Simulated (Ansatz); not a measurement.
# EuMn (CsCl type): equation of state

The task here is to estimate one member of a computed series from the others.

Program: Ansatz 0.2.0. Level of theory: DFT PBE+U (U_eff = 6 eV on Eu 4f), scalar-relativistic, plane waves, PAW. These are calculated values, not measurements.

1 further run of the same task is left out (it didn't finish). Runs told in other sessions of the task aren't counted.

## The starting structure

It takes space group Pm-3m (No. 221, cubic). The conventional cell has a = 3.760 Å, b = 3.760 Å, c = 3.760 Å, α = 90.00°, β = 90.00°, γ = 90.00°. Around Eu (site symmetry m-3m) lie 8 Mn at 3.26 Å. Mn (site symmetry m-3m) is surrounded by 8 Eu at 3.26 Å.

Structure file:

```
Eu Mn
1.0
     3.75956    0.00000    0.00000
     0.00000    3.75956    0.00000
     0.00000    0.00000    3.75956
Eu Mn
1 1
Direct
  0.00000 0.00000 0.00000
  0.50000 0.50000 0.50000
```

This cell comes from an earlier session at PBE+U (U_eff = 6 eV on Eu 4f): 26.569 Å³/atom at 0.02 GPa, on a 8×8×8 mesh. The large moments point both ways.

Volume factors to run: 0.980, 1.020, 0.960, 1.040, 1.070, 1.100, 0.945.

The first run:

Input file input.yaml:

```yaml
crystal:
  lattice:
    - [3.7343261195, 0.0, 0.0]
    - [0.0, 3.7343261195, 0.0]
    - [0.0, 0.0, 3.7343261195]
  atoms:
    - { symbol: Eu, position: [0.0, 0.0, 0.0], spin: 7.77 }
    - { symbol: Mn, position: [0.5, 0.5, 0.5], spin: -4.35 }
basis:
  ecutwfc: 420
  ecutrho_ratio: 4
kpoints:
  mp_grid: { grid: [8, 8, 8] }
hamiltonian:
  xc: pbe
  hubbard:
    sites:
      - { species: Eu, l: f, u_eff: 6.0, starting_ns: start.occupation_matrices }
    ns_hold: { iters: 6 }
scf:
  occupations: { method: gaussian, width: 0.05 }
  lower_state_search: "off"
output:
  forces: true
  stress: true
  eigenvalues: true
  populations: true
  hubbard: { sites: [{ species: Eu, l: f }] }
magnetization:
  spin_polarized: true
```

The open shells start from the occupation matrices of the run at the neighbouring geometry (file start.occupation_matrices).

Command:

```
$ ansatz run input.yaml --threads 2 --pin off --max-ram 2662MiB --backend cpu --events-out ev --progress --plain --runs-dir out
```

Among the steps run: Volume × 0.980; Scaling the volume by 1.020; At 0.960 of the relaxed volume; Scaling the volume by 1.040; Scaling the volume by 1.070; At 1.100 of the relaxed volume; Scaling the volume by 0.945.

One table of the session follows, with a row left open; its other results are not shown here.

It belongs to the step «The fit». 

| volume (Å³/atom) | energy (meV/atom) | pressure (GPa) | moment of atom 1 (μB) |
| --- | --- | --- | --- |
| 25.108 | 6.82 | 1.71 | 7.04 |
| 25.507 | ? | ? | ? |
| 26.038 | 0.68 | 0.52 | 7.06 |
| 26.569 | 0.00 | 0.02 | 7.07 |
| 27.101 | 0.62 | -0.40 | 7.07 |
| 27.632 | 2.69 | -0.84 | 7.07 |
| 28.429 | 8.31 | -1.42 | 7.08 |
| 29.226 | 16.70 | -2.01 | 7.09 |

Estimate the missing values for volume (Å³/atom) = 25.507.

Worked estimate for «energy (meV/atom)». A straight line through the neighbours (25.108, 6.82) and (26.038, 0.68) gives 6.82 + (0.68 − 6.82) × (25.507 − 25.108) / (26.038 − 25.108) = 4.19; a parabola fitted to 3 rows on both sides gives 3.41.

**Answer.** energy (meV/atom): 3.30; pressure (GPa): 1.15; moment of atom 1 (μB): 7.05. In «energy (meV/atom)» the line misses by +0.89 and the parabola by +0.11.

To keep in mind: Warnings in the runs' records: filled band counts differ across k points, stability check not made.
